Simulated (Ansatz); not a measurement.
# In2Au: the cost of one run

Program: the Python package of Ansatz 0.2.0. The levels of theory stand in the script. These are calculated values, not measurements.

## Step 1: Starting point

Symmetry: Fm-3m, No. 225, cubic system. The conventional cell has a = 6.502 Å, b = 6.502 Å, c = 6.502 Å, α = 90.00°, β = 90.00°, γ = 90.00°. In (site symmetry -43m) has 4 Au at 2.82 Å as nearest neighbours. Au (site symmetry m-3m) is surrounded by 8 In at 2.82 Å.

The script holds or builds the structure itself.

## Step 2: Script

File xc_in2au.py:

```python
"""Functional comparison for In2Au (totals differ with the potentials too)."""

import ansatz as az
import pandas as pd


def main() -> None:
    xtal = (
        az.Lattice.from_parameters(4.597608, 4.597608, 4.597608, alpha=60.0, beta=60.0, gamma=60.0)
        .atom("In", (0.25, 0.25, 0.25))
        .atom("In", (0.75, 0.75, 0.75))
        .atom("Au", (0.0, 0.0, 0.0))
    )

    base = (
        xtal.calculation()
        .pseudopotentials("paw")
        .occupations("methfessel_paxton", width=0.1)
        .kpoints(9)
        .forces()
        .stress()
    )

    rows = []
    for value in ["lda", "pbesol", "blyp"]:
        summary = base.functional(value).run(threads=1, pin="off").report
        rows.append((value, summary["free_energy_ev"] / len(summary["lattice"]["sites"]), summary["n_iterations"], sum(summary["stress_gpa"][i][i] for i in range(3)) / 3, max(abs(f) for row in summary["forces_ev_ang"] for f in row), summary["n_kpoints"]))

    table = pd.DataFrame(rows, columns=["functional", "F/atom (eV)", "iterations", "P (GPa)", "max component (eV/A)", "k-points"])
    print(table.round(5).to_string(index=False))


if __name__ == "__main__":
    main()
```

## Step 3: The calls as engine input

The engine receives this input (first run):

```yaml
crystal:
  lattice:
    a: 4.597608
    b: 4.597608
    c: 4.597608
    alpha: 60.0
    beta: 60.0
    gamma: 60.0
  atoms:
    - { symbol: In, position: [0.25, 0.25, 0.25] }
    - { symbol: In, position: [0.75, 0.75, 0.75] }
    - { symbol: Au, position: [0.0, 0.0, 0.0] }
kpoints:
  mp_grid:
    grid: [9, 9, 9]
hamiltonian:
  xc: lda
  pseudopotentials:
    kind: paw
scf:
  occupations:
    method: methfessel_paxton
    width: 0.1
output:
  forces: true
  stress: true
```

## Step 4: Running it

Launch:

```
python xc_in2au.py
```

Q: Estimate wall time and peak memory on 1 thread of Arm Neoverse V2, shared host.

About 11 s, with a peak of 0.48 GiB.
